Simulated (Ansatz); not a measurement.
# Sr: the cost of one run

Computed with Ansatz 0.2.0 (DFT PBEsol, scalar-relativistic, plane waves, PAW, unless a step's input says otherwise).

### 1 The starting structure

It takes space group Fm-3m (No. 225, cubic). The conventional cell has a = 6.085 Å, b = 6.085 Å, c = 6.085 Å, α = 90.00°, β = 90.00°, γ = 90.00°. Sr (site symmetry m-3m) has 12 Sr at 4.30 Å in its first shell of neighbours.

As a file:

```cif
data_structure
_symmetry_space_group_name_H-M 'Fm-3m'
_symmetry_Int_Tables_number 225
_cell_length_a 6.0847
_cell_length_b 6.0847
_cell_length_c 6.0847
_cell_angle_alpha 90.000
_cell_angle_beta 90.000
_cell_angle_gamma 90.000
_cell_volume 225.28
loop_
_atom_site_label
_atom_site_type_symbol
_atom_site_symmetry_multiplicity
_atom_site_Wyckoff_symbol
_atom_site_fract_x
_atom_site_fract_y
_atom_site_fract_z
_atom_site_occupancy
Sr1 Sr 4 a 0.00000 0.00000 0.00000 1
```

No relaxation comes first: the listed cell is the starting point.

### 2 The scan: biaxial against axial strain

The cell is strained by p along both x and y and by q along z, with fractional coordinates fixed.

### 3 Point p = -0.080, q = -0.080

input.yaml reads:

```yaml
crystal:
  lattice:
    - [0.0, 2.798962, 2.798962]
    - [2.798962, 0.0, 2.798962]
    - [2.798962, 2.798962, 0.0]
  atoms:
    - { symbol: Sr, position: [0.0, 0.0, 0.0] }
basis:
  ecutwfc: 420
kpoints:
  mp_grid: { grid: [10, 10, 10] }
hamiltonian:
  xc: pbesol
scf:
  occupations: { method: gaussian, width: 0.03 }
output:
  forces: true
  stress: true
  eigenvalues: true
```

Run with:

```console
ansatz run input.yaml --threads 1 --pin off --max-ram 2560MiB --backend cpu --events-out ev --progress --plain --runs-dir out
```

**Question.** How long does this run take on 1 thread of Arm Neoverse V1, shared host, and how much memory does it need?

About 1.1 s, with a peak of 0.26 GiB.
